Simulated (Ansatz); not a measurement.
**SiSe4: properties of a relaxed candidate**

The task, for SiSe4: compute bands, density of states and charges.

Program: Ansatz 0.2.0. Level of theory: DFT PBE, scalar-relativistic, plane waves, PAW. These are calculated values, not measurements.

1 further run of the same task is left out (it didn't finish).

### Step 1. Starting point

It takes space group Im-3m (No. 229, cubic). Conventional cell: a = 6.129 Å, b = 6.129 Å, c = 6.129 Å, α = 90.00°, β = 90.00°, γ = 90.00°. Around Si (site symmetry m-3m) lie 8 Se at 2.65 Å. Se (site symmetry -3m) has 2 Si at 2.65 Å as nearest neighbours.

Coordinates:

```
Si Se
1.0
    -3.06473    3.06473    3.06473
     3.06473   -3.06473    3.06473
     3.06473    3.06473   -3.06473
Si Se
1 4
Direct
  0.00000 0.00000 0.00000
  0.00000 0.00000 0.50000
  0.00000 0.50000 0.00000
  0.50000 0.00000 0.00000
  0.50000 0.50000 0.50000
```

It is the end of an earlier relaxation with the same method, from a database cell with other species swapped in; it is a trial structure. At a tolerance of 0.05 Å it has space group Im-3m (No. 229); it has 23.03 Å³/atom, an uncorrected energy of +0.43 eV/atom over the elements.

### Step 2. Static run: bands, density of states and charges

Input file input.yaml:

```yaml
crystal:
  lattice:
    - [-3.0647287046, 3.0647287046, 3.0647287046]
    - [3.0647287046, -3.0647287046, 3.0647287046]
    - [3.0647287046, 3.0647287046, -3.0647287046]
  atoms:
    - { symbol: Si, position: [0.0, 0.0, 0.0] }
    - { symbol: Se, position: [0.0, 0.0, 0.5] }
    - { symbol: Se, position: [0.0, 0.5, 0.0] }
    - { symbol: Se, position: [0.5, 0.0, 0.0] }
    - { symbol: Se, position: [0.5, 0.5, 0.5] }
basis:
  ecutwfc: 420
kpoints:
  mp_grid: { grid: [10, 10, 10] }
  band_path:
    path:
      - [[0.0, 0.0, 0.0], [0.5, -0.5, 0.5], [0.0, 0.0, 0.5], [0.0, 0.0, 0.0], [0.25, 0.25, 0.25], [0.5, -0.5, 0.5]]
      - [[0.25, 0.25, 0.25], [0.0, 0.0, 0.5]]
    npoints: 14
hamiltonian:
  xc: pbe
scf:
  occupations: { method: gaussian, width: 0.1 }
  n_extra_bands: 12
output:
  forces: true
  stress: true
  eigenvalues: true
  populations: true
  dos: { projected: true, de: 0.02, nscf_kmesh: { grid: [12, 12, 12] } }
  bader: true
```

Command:

```sh
ansatz run input.yaml --threads 1 --pin off --max-ram 2560MiB --backend cpu --events-out ev --progress --plain --runs-dir out
```

Output:

```text
Warning: RAYON_NUM_THREADS=1 ignored (pool sized by the plan → 1); use --threads N
scf.n_extra_bands = 12 over 34 filled bands (N_el = 68.0): the run solves 46 bands
Engine: ansatz 0.2.0, x86_64-unknown-linux-gnu
Pseudopotentials: kind: paw
Pseudopotential: Si, paw, valence charge 4, recommended cutoff 420 eV (normal), Si.paw.azcp
Pseudopotential: Se, paw, valence charge 16, recommended cutoff 420 eV (normal), Se.paw.azcp
Functional definition: PBE
  parameter kappa = 0.804
  parameter beta = 0.06672455060314922
  exchange = pbe_x(kappa = kappa, mu = beta*pi^2/3)
  correlation = pbe_c(beta = beta)
Crystal: 5 atoms, lattice volume = 115.143 Å³
Basis set: ecut = 420 eV, 2243 PW (Γ), exchange–correlation on 72×72×72 points (8 copies of the dense FFT grid, shifted against one another)
Bands: 46, of which v1, the nominal top of the filled ones, is band 34 counted from 1 (33 counted from 0)
Symmetry: 48 space group operations
Space group: Im-3m (ITA 229), of the structure as read, at distance tolerance 4.9e-5 Å
k-points: 47 of 1000
Non-local potential: Si, projectors of the file, l = 0: 2, l = 1: 2, l = 2: 2
Non-local potential: Se, projectors of the file, l = 0: 2, l = 1: 2, l = 2: 3, l = 3: 1
PAW form: soft (Blöchl's): semilocal exchange-correlation on the pseudo side does not see the compensation charge
PAW one-centre angular grid: Si, 110 points (default); XC on 64 Gauss nodes
PAW one-centre angular grid: Se, 590 points (default); XC on 64 Gauss nodes
Initial density: superposition of atomic densities (neutral atoms: chi_scale 0, normalization atom), corrected by the library's trained network
Initial wavefunctions: pseudopotential atomic-orbital guess
Functional: x = pbe(κ = 0.804, μ = 0.2195149727645171), c = pbe(β = 0.06672455060314922)
SCF iter   1: F=—  HF=-22509.999174 eV  |F-HF|=—  |Δ(HF+E_count)|=         —  Δρ=3.01e-3  dr2=3.06e-2  ethr=1.77e-3  ⟨swp⟩=6.2  Hψ=8751  notcnv=0  defer=68
preconditioner: auto → LDOS  [metal: Δε(μ)=0.029 eV  Ē_g=11.362 eV  σ=0.100 eV  W_gap=0.16  n_scr=18 (ndim 8)  ℏωp=18.3 eV  f_vac=0.052  D(μ)=3.67/eV (n_scr^D=18)  β→1.0]
SCF iter   2: F=—  HF=-22509.993987 eV  |F-HF|=—  |Δ(HF+E_count)|=   5.19e-3  Δρ=9.46e-4  dr2=8.10e-4  ethr=4.51e-5  ⟨swp⟩=2.0  Hψ=3117  notcnv=0  defer=165
SCF iter   3: F=—  HF=-22509.993943 eV  |F-HF|=—  |Δ(HF+E_count)|=   4.40e-5  Δρ=3.20e-4  dr2=1.91e-4  ethr=1.19e-6  ⟨swp⟩=2.0  Hψ=3517  notcnv=0  defer=165
SCF iter   4: F=—  HF=-22509.993824 eV  |F-HF|=—  |Δ(HF+E_count)|=   1.19e-4  Δρ=5.55e-5  dr2=3.00e-6  ethr=2.81e-7  ⟨swp⟩=2.0  Hψ=3516  notcnv=0  defer=165
SCF iter   5: F=—  HF=-22509.993787 eV  |F-HF|=—  |Δ(HF+E_count)|=   3.69e-5  Δρ=1.94e-5  dr2=2.48e-7  ethr=4.42e-9  ⟨swp⟩=2.0  Hψ=3519  notcnv=0  defer=165
SCF iter   6: F=-22509.993788 eV  HF=-22509.993788 eV  |F-HF|=8.42e-9  |Δ(HF+E_count)|=   2.31e-7  Δρ=2.47e-6  dr2=1.05e-8  ethr=1.47e-10  ⟨swp⟩=10.3  Hψ=10480  notcnv=0
SCF 1 converged in 6 iterations: F = -22509.993788 eV  dr2 = 1.05e-8
NSCF: frozen V_eff on 86 k-points
NSCF: frozen V_eff on 72 k-points
SCF converged after 6 iterations
Free energy (F): -22509.993788 eV
Harris-Foulkes:  -22509.993788 eV  (|F-HF|=8.42e-9)
Internal energy: -22509.975251 eV  (E = F + TS)
E sigma→0 (E₀):  -22509.984519 eV
Entropy (-TS):   -0.018537 eV (-3.707 meV/atom)
Fermi energy:    8.379531 eV
--- Per-component energies (eV) ---
  E_band       = -1533.430678
  E_kinetic    = 505.984717
  E_local      = -9680.180910  (includes V_loc(G=0)·N_el)
  E_nonlocal   = -2351.939461
  E_hartree    = 4780.181284
  E_xc         = -468.775227
  E_vxc        = -435.058769  (∫ρ·V_xc dr)
  E_paw        = -8160.199942  (= ΣΔE_a)
  E_vpaw       = 867.395507  (= ΣTr[D̂ρ^β])
  E_aug_tail   = -0.002244  (compensation charges beyond the density's cutoff)
  E_ewald      = -7135.043468
  E_smearing   = -0.018537  (= −TS)
  E_closure    = 0.000000  (closes the sum)
  Σ components = -22509.993788   (vs F -22509.993788, Δ=0.00e0)
--- Forces (eV/Å), atoms counted from 1 ---
  atom   1  Si     0.00000000     0.00000000     0.00000000
  atom   2  Se     0.00000000    -0.00000000     0.00000000
  atom   3  Se     0.00000000    -0.00000000     0.00000000
  atom   4  Se     0.00000000    -0.00000000    -0.00000000
  atom   5  Se     0.00000000    -0.00000000    -0.00000000
  max |Σ_I F_I| component: 5.22e-28 eV/Å
--- Stress (GPa, compression-positive) ---
        0.028036       0.000000      -0.000000
       -0.000000       0.028036       0.000000
       -0.000000      -0.000000       0.028036
  P = ⅓ Tr σ = 0.0280 GPa (0.280 kbar)
--- Band table (eV; the first three rows and the last of 47) ---
  k-point 0: bands = ["-39.9016", "-39.8979", "-39.8979", "-39.8979", "-39.8838", "-39.8838", "-39.8790", "-39.8790", "-39.8790", "-39.8734", "-39.8734", "-39.8734", "-39.8286", "-39.8286", "-39.8244", "-39.8244", "-39.8244", "-39.8219", "-39.8219", "-39.8219", "-6.9904", "-3.8474", "-3.8474", "-3.8474", "2.1252", "2.1252", "2.1252", "2.8694", "4.2900", "4.2900", "4.2900", "8.4677", "8.4677", "8.4677", "9.9857", "10.8285", "10.8285", "11.2975", "11.2975", "14.0590", "14.9319", "14.9319", "15.5906", "15.5906", "15.5906", "17.5215"]
  k-point 1: bands = ["-39.9015", "-39.8980", "-39.8979", "-39.8979", "-39.8837", "-39.8835", "-39.8791", "-39.8789", "-39.8789", "-39.8737", "-39.8735", "-39.8735", "-39.8285", "-39.8285", "-39.8245", "-39.8243", "-39.8243", "-39.8221", "-39.8219", "-39.8219", "-6.9333", "-3.9491", "-3.8809", "-3.8642", "1.6756", "2.1450", "2.2865", "3.5006", "4.2979", "4.3116", "4.4226", "8.2054", "8.2385", "8.5136", "9.7490", "10.5986", "10.7277", "11.4820", "11.5230", "14.3133", "14.8335", "15.0482", "15.1277", "15.2892", "15.5884", "17.6280"]
  k-point 2: bands = ["-39.9012", "-39.8982", "-39.8979", "-39.8979", "-39.8833", "-39.8827", "-39.8794", "-39.8786", "-39.8786", "-39.8744", "-39.8738", "-39.8738", "-39.8282", "-39.8280", "-39.8248", "-39.8242", "-39.8242", "-39.8226", "-39.8221", "-39.8221", "-6.7641", "-4.2354", "-3.9647", "-3.9072", "1.1776", "2.1949", "2.7498", "4.3040", "4.3928", "4.5349", "4.8092", "7.5842", "7.7332", "8.6374", "9.0507", "9.9778", "10.5001", "11.9836", "12.1655", "13.4702", "14.3651", "14.7727", "15.5622", "15.8354", "16.2333", "17.7914"]
  k-point 46: bands = ["-39.8997", "-39.8997", "-39.8997", "-39.8962", "-39.8828", "-39.8828", "-39.8828", "-39.8771", "-39.8771", "-39.8771", "-39.8724", "-39.8724", "-39.8269", "-39.8269", "-39.8269", "-39.8248", "-39.8248", "-39.8248", "-39.8205", "-39.8205", "-5.2977", "-5.2977", "-5.2977", "-2.5018", "-1.7428", "2.7722", "2.7722", "4.8435", "4.8435", "4.8435", "9.1460", "9.1460", "9.1460", "9.2060", "9.2060", "9.2060", "9.9716", "9.9716", "9.9716", "10.2944", "16.3984", "16.3984", "16.3984", "17.2178", "17.2178", "17.2178"]
--- Löwdin populations: 5 sites ---
  site symbol       q [e]
     0     Si      3.7513
     1     Se     15.9889
     2     Se     15.9889
     3     Se     15.9889
     4     Se     15.9889
  spilling = 0.004311 (of n_electrons = 68.000000)
--- Bader charges: 5 sites ---
  site symbol  charge [e]  shift [e]
     0     Si      0.7512     0.0040
     1     Se     -0.1878     0.0010
     2     Se     -0.1878     0.0010
     3     Se     -0.1878     0.0010
     4     Se     -0.1878     0.0010
  estimated error of the sums over rays = 4.7e-4 e
```

Run time: 52 s. Hardware: 1 thread of Intel Xeon at 2.70GHz, shared host; peak memory 0.57 GiB.

Site by site:

```csv
atom,Löwdin electrons,Bader charge (e),Bader volume (Å³)
Si1,3.75,+0.75,13.5
Se2,15.99,-0.19,25.4
Se3,15.99,-0.19,25.4
Se4,15.99,-0.19,25.4
Se5,15.99,-0.19,25.4
```

The Löwdin counts miss 0.29 of the 68 electrons, which the atomic orbitals do not span, so they are no charges.

bands.tsv at the labelled points (eV, zero at the Fermi level; the bands nearest the Fermi level):

| point | band 31 | band 32 | band 33 | band 34 | band 35 | band 36 | band 37 | band 38 |
| --- | --- | --- | --- | --- | --- | --- | --- | --- |
| Γ | -4.09 | 0.09 | 0.09 | 0.09 | 1.61 | 2.45 | 2.45 | 2.92 |
| H | 0.77 | 0.77 | 0.77 | 0.83 | 0.83 | 0.83 | 1.59 | 1.59 |
| N | -2.58 | -2.35 | -1.27 | -1.22 | 0.20 | 1.08 | 1.13 | 1.19 |
| Γ | -4.09 | 0.09 | 0.09 | 0.09 | 1.61 | 2.45 | 2.45 | 2.92 |
| P | -2.02 | -2.02 | -2.02 | -1.89 | -1.89 | -1.89 | 1.79 | 4.02 |
| H | 0.77 | 0.77 | 0.77 | 0.83 | 0.83 | 0.83 | 1.59 | 1.59 |
| P | -2.02 | -2.02 | -2.02 | -1.89 | -1.89 | -1.89 | 1.79 | 4.02 |
| N | -2.58 | -2.35 | -1.27 | -1.22 | 0.20 | 1.08 | 1.13 | 1.19 |

States per cell in windows of 1 eV, from dos.tsv and pdos.tsv (zero at the Fermi level):

```
from  to  total  Si 3s  Si 3p  Se 4p
  -8  -7   1.06   0.43   0.05   0.40
  -7  -6   0.24   0.01   0.07   0.16
  -6  -5   2.07   0.03   0.44   1.51
  -5  -4   3.10   0.06   0.31   2.59
  -4  -3   3.45   0.10   0.18   2.98
  -3  -2   2.97   0.07   0.13   2.61
  -2  -1   3.09   0.13   0.21   2.57
  -1   0   3.19   0.13   0.23   2.66
   0   1   3.81   0.16   0.19   3.31
   1   2   2.51   0.07   0.29   2.02
   2   3   1.17   0.05   0.47   0.48
   3   4   1.40   0.05   0.49   0.32
   4   5   1.77   0.04   0.58   0.37
   5   6   1.95   0.02   0.57   0.34
```

Below -8 eV lie 49 or so more states.

### Step 3. Changed: xc lda, chi_scale 0.3, ecutwfc left out

Input file input.yaml:

```yaml
crystal:
  lattice:
    - [-3.0647287046, 3.0647287046, 3.0647287046]
    - [3.0647287046, -3.0647287046, 3.0647287046]
    - [3.0647287046, 3.0647287046, -3.0647287046]
  atoms:
    - { symbol: Si, position: [0.0, 0.0, 0.0] }
    - { symbol: Se, position: [0.0, 0.0, 0.5] }
    - { symbol: Se, position: [0.0, 0.5, 0.0] }
    - { symbol: Se, position: [0.5, 0.0, 0.0] }
    - { symbol: Se, position: [0.5, 0.5, 0.5] }
kpoints:
  mp_grid: { grid: [10, 10, 10] }
hamiltonian:
  xc: lda
scf:
  occupations: { method: gaussian, width: 0.1 }
  initial_density: { chi_scale: 0.3 }
output:
  forces: true
  eigenvalues: true
  stress: true
```

Command:

```sh
ansatz run input.yaml --threads 1 --pin off --max-ram 2560MiB --backend cpu --events-out ev --progress --plain --runs-dir out
```

Output, shortened:

```text
Warning: RAYON_NUM_THREADS=1 ignored (pool sized by the plan → 1); use --threads N
[...]
Pseudopotentials: kind: paw
Pseudopotential: Si, paw, valence charge 4, recommended cutoff 420 eV (normal), Si.paw.azcp
Pseudopotential: Se, paw, valence charge 16, recommended cutoff 420 eV (normal), Se.paw.azcp
Functional definition: SPW92
[...]
Crystal: 5 atoms, lattice volume = 115.143 Å³
Basis set: ecut = 420 eV, 2243 PW (Γ)
Bands: 41, of which v1, the nominal top of the filled ones, is band 34 counted from 1 (33 counted from 0)
Symmetry: 48 space group operations
Space group: Im-3m (ITA 229), of the structure as read, at distance tolerance 4.9e-5 Å
k-points: 47 of 1000
[...]
SCF iter   1: F=—  HF=-22140.652523 eV  |F-HF|=—  |Δ(HF+E_count)|=         —  Δρ=3.37e-2  dr2=3.53e0  ethr=3.10e-3  ⟨swp⟩=6.6  Hψ=7584  notcnv=0
[...]
SCF iter   7: F=-22139.766236 eV  HF=-22139.766236 eV  |F-HF|=6.15e-10  |Δ(HF+E_count)|=   4.87e-8  Δρ=1.26e-6  dr2=1.94e-9  ethr=1.47e-10  ⟨swp⟩=10.2  Hψ=7615  notcnv=0
[...]
SCF converged after 7 iterations
Free energy (F): -22139.766236 eV
[...]
E sigma→0 (E₀):  -22139.756993 eV
Entropy (-TS):   -0.018486 eV (-3.697 meV/atom)
Fermi energy:    8.081731 eV
[...]
--- Forces (eV/Å), atoms counted from 1 ---
  atom   1  Si     0.00000000    -0.00000000     0.00000000
  atom   2  Se     0.00000000    -0.00000000    -0.00000000
  atom   3  Se     0.00000000    -0.00000000    -0.00000000
  atom   4  Se     0.00000000    -0.00000000     0.00000000
  atom   5  Se     0.00000000    -0.00000000     0.00000000
[...]
--- Stress (GPa, compression-positive) ---
       -4.171128      -0.000000       0.000000
       -0.000000      -4.171128       0.000000
        0.000000       0.000000      -4.171128
  P = ⅓ Tr σ = -4.1711 GPa (-41.711 kbar)
--- Band table (eV; the first three rows and the last of 47) ---
[...]
```

It took 9.8 s on 1 thread of Intel Xeon at 2.70GHz, shared host; peak memory 0.45 GiB.

| run | ending | energy change | pressure (GPa) | gap (eV) | force (eV/Å) | cycles | time |
| --- | --- | --- | --- | --- | --- | --- | --- |
| step 2 | converged | - | 0.0 | 0.00 | 0.00 | 6 | 52 s |
| variant | converged | not comparable | -4.2 | 0.00 | 0.00 | 7 | 9.8 s |

Total energies don't compare across a change of functional; the pressure goes from 0.0 to -4.2 GPa. At this fixed cell a lower pressure means that this functional prefers a smaller volume than the reference.

### Step 4. What came out

| quantity | value |
| --- | --- |
| gap | none (metal) |
| states at the Fermi level | 4.05 per eV per cell |
| Bader charges | Si +0.75, Se -0.19 e |

What this shows: Bands cross the Fermi level: a metal at this level of theory. Of the projected weight within 0.25 eV of the Fermi level, the largest part is Se 4p (87 %). Bader charges reach 0.8 e, so charge transfer in this metal is moderate. Spin polarisation is off in the runs that give these values; a magnetic solution could lie lower.
